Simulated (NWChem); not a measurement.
# [SnH5]− (SMILES [H][Sn-]([H])([H])([H])[H]) at revPBE0/6-31G(d)/SBKJC-VDZ (density fitting with ahlrichs coulomb fitting, core potential, Cartesian functions, trust 0.2)

Aim: a geometry optimisation of [SnH5]−. 

The results are computed with NWChem 7.3.0.

2 further runs of the same task are left out: 1 that didn't finish, 1 set aside as unsound or not needed.

### Step 1. The structure to begin with

[SnH5]− has 6 atoms, charge -1, and is taken as a singlet. SMILES: `[H][Sn-]([H])([H])([H])[H]`. Geometry: a GFN2-xTB relaxation, a rough one for these elements and not checked as a minimum. The run starts from this shape.

Bond lengths: Sn1–H2 1.885 Å, Sn1–H3 1.889 Å, Sn1–H4 1.782 Å, Sn1–H5 1.783 Å, Sn1–H6 1.782 Å. Angles: H2–Sn1–H3 179.8°, H2–Sn1–H4 90.0°, H2–Sn1–H5 89.9°, H2–Sn1–H6 90.0°, H3–Sn1–H4 90.0°, H3–Sn1–H5 89.9°, H3–Sn1–H6 90.2°, H4–Sn1–H5 120.0°, H4–Sn1–H6 120.0°, H5–Sn1–H6 119.9°.

### Step 2. A geometry optimisation at revPBE0/6-31G(d)/SBKJC-VDZ (density fitting with ahlrichs coulomb fitting, core potential, Cartesian functions, trust 0.2)

h5sn.nw

```
start h5sn
title "H5Sn"
memory 2200 mb
charge -1

geometry
   Sn    0.000450   -0.001410    0.000420
   H    -0.020070   -0.006290    1.885790
   H     0.020250    0.010720   -1.888030
   H     1.782780    0.010780    0.018860
   H    -0.902470    1.535970   -0.003420
   H    -0.880950   -1.549760   -0.013620
end

basis "ao basis"
   Sn library "sbkjc vdz ecp"
   H library 6-31G*
end

ecp
   Sn library "sbkjc ecp"
end

basis "cd basis" spherical
   Sn library "ahlrichs coulomb fitting"
   H library "ahlrichs coulomb fitting"
end

dft
   xc revpbe 0.75 cpbe96 1.0 hfexch 0.25
   grid medium
   convergence energy 1e-06
   iterations 200
   mulliken
   print low
end

driver
   tight
   maxiter 50
   trust 0.2
end

freq
   temp 2 298.15 200
end

task dft optimize
task dft frequencies
```

Command:

```bash
$ nwchem h5sn.nw > h5sn.out
```

What values should one expect? Wanted: total energy at the end; lowest harmonic wavenumber; highest harmonic wavenumber; zero-point energy.

Computed results:

At revPBE0/6-31G*/SBKJC-VDZ (density fitting with ahlrichs coulomb fitting, core potential, Cartesian functions, trust 0.2):

```
                   quantity        value
    total energy at the end  -6.32941 Eh
 lowest harmonic wavenumber     400 cm⁻¹
highest harmonic wavenumber    1647 cm⁻¹
          zero-point energy  74.3 kJ/mol
```

What this shows: At the final geometry: Bond lengths: Sn1–H2 1.879 Å, Sn1–H3 1.879 Å, Sn1–H4 1.793 Å, Sn1–H5 1.793 Å, Sn1–H6 1.793 Å. Angles: H2–Sn1–H3 180.0°, H2–Sn1–H4 90.0°, H2–Sn1–H5 90.0°, H2–Sn1–H6 90.0°, H3–Sn1–H4 90.0°, H3–Sn1–H5 90.0°, H3–Sn1–H6 90.0°, H4–Sn1–H5 120.0°, H4–Sn1–H6 120.0°, H5–Sn1–H6 120.0°. The program took a symmetry number of 1 where this shape has 6, so the entropy in its output is too high by R ln(6/1) = 3.56 cal/(mol K). All 12 modes are real, so the shape is a minimum at this level. The optimisation took 8 steps and changed the energy by -0.001 eV.
